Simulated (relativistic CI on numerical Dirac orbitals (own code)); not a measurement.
# Cr: the cost of one run

Program: relativistic CI on numerical Dirac orbitals (own code) version 3. Level of theory: charge-transfer multiplet model of a cubic metal-ligand cluster with up to 1 ligand holes, Slater and spin-orbit integrals from Dirac-Coulomb-Breit ions, Slater integrals scaled by 0.7. These are calculated values, not measurements, unless marked.

## 1. The atom as given

```
ion                  : Cr²⁺ (Cr III)
nuclear charge       : 24
electrons            : 22
d electrons          : 4
ligand holes at most : 1
parameters           : in eV; Veg, Vt2g hoppings, tenDq and tenDqL metal and ligand splittings (negative tenDq: tetrahedral), red the scaling of hopping with a core hole
temperature          : 20 K
widths               : Lorentz 0.9 eV, Gauss 0.8 eV
```

## 2. Upd = 6.7 eV

Input settings:

```ini
cluster ion=Cr2+ d4 ligand_holes=1 slater_scale=0.7
Delta=6.5 Udd=5.5 Upd=6.7 tenDq=-0.2 tenDqL=0 Veg=1.4 Vt2g=-2.38 red=0.8
spectrum xps 3p T=20 lorentz=0.9 gauss=0.8
```

On the command line:

```console
> python run_levels.py task.json out
```

task.json lists these runs, among others, and the program works through them in turn.

**Question.** How long does this run take on 1 thread of Neoverse-V1, shared host, and how much memory does it need?

About 5.7 s, with a peak of 0.23 GiB.
